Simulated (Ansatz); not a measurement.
**H₂Se (singlet): the correlation ladder, cc-pVTZ**

Aim: climb from Hartree-Fock through coupled cluster and multireference methods for H₂Se (singlet) at one geometry and basis, and see what each rung misses.

The runs use Ansatz 0.2.0, Gaussian basis; cc-pVTZ, core rule «outside noble gas», up to 14 orbitals frozen.

The runs, in order: UHF; CCSD(T) on RHF; BCCD(T) on RHF; CISD; CCSDT(Q) on RHF; CCSDTQ on RHF; CASSCF and MRCISD+Q, 8 electrons in 6 orbitals; CASSCF and NEVPT2, 8 electrons in 6 orbitals.

3 further runs of the same task are left out: 3 set aside as unsound or not needed.

### Step 1. What is computed

The geometry is a PBE0/def2-TZVP stationary point (not a proven minimum). No spin-orbit coupling is included. The filled d shell of Se may be among the frozen orbitals whatever the setting's name suggests; the logs give the count.

3 atoms, charge 0, spin multiplicity 1.

Atoms are counted from 1 here; the program's logs count them from 0.

Bond lengths: Se1–H2 1.467 Å, Se1–H3 1.467 Å. Angles: H2–Se1–H3 91.2°.

### Step 2. UHF

in.yaml reads:

```yaml
crystal:
  periodic: [false, false, false]
  atoms:
    - {symbol: Se, position_ang: [0.000000, -0.025554, 0.000000]}
    - {symbol: H, position_ang: [0.000000, 1.000943, -1.047791]}
    - {symbol: H, position_ang: [0.000000, 1.000938, 1.047795]}
basis:
  gaussian: {orbitals: cc-pVTZ}
magnetization: {spin_polarized: true, initial_magnetization: 0}
hamiltonian: {xc: hf}
output: {orbitals: {seedname: orbitals}}
```

Launch:

```
$ ansatz run in.yaml --threads 1 --pin off --events-out ev --progress --plain --max-ram 4096MiB --backend cpu
```

The runs that follow: CCSD(T) on RHF; BCCD(T) on RHF; CISD; CCSDT(Q) on RHF; CCSDTQ on RHF; CASSCF and MRCISD+Q, 8 electrons in 6 orbitals; CASSCF and NEVPT2, 8 electrons in 6 orbitals.

Before running them: what should the planned runs give, taken together? Wanted: RCCSDTQ below the RHF energy; RMP2 from RCCSDTQ; RCCSD from RCCSDTQ; RCCSD(T) from RCCSDTQ; RCCSDT(Q) from RCCSDTQ; NEVPT2 valence from RCCSDTQ; MRCISD+Q valence from RCCSDTQ; T1 diagnostic; effectively unpaired electrons.

As calculated:

| quantity | value |
| --- | --- |
| RCCSDTQ below the RHF energy | -5.4104 eV |
| RMP2 from RCCSDTQ | +80.0 kJ/mol |
| RCCSD from RCCSDTQ | +19.7 kJ/mol |
| RCCSD(T) from RCCSDTQ | +2.4 kJ/mol |
| RCCSDT(Q) from RCCSDTQ | +0.1 kJ/mol |
| NEVPT2 valence from RCCSDTQ | +97.6 kJ/mol |
| MRCISD+Q valence from RCCSDTQ | +3.3 kJ/mol |
| levels within 1 kcal/mol (43 meV) | RCCSD(T), BCCD(T), RCCSDT, RCCSDT(Q), MRCISD+Q valence |
| T1 diagnostic | 0.009 |
| effectively unpaired electrons | 0.01 |

In words: RCCSD(T) misses by +2.4 kJ/mol, 0.5 % of the correlation energy. One determinant dominates. Of the multireference levels listed MRCISD+Q valence comes nearest in total energy (+3.3 kJ/mol), which doesn't show that its space is the better one. These misses are within one basis, not against nature.
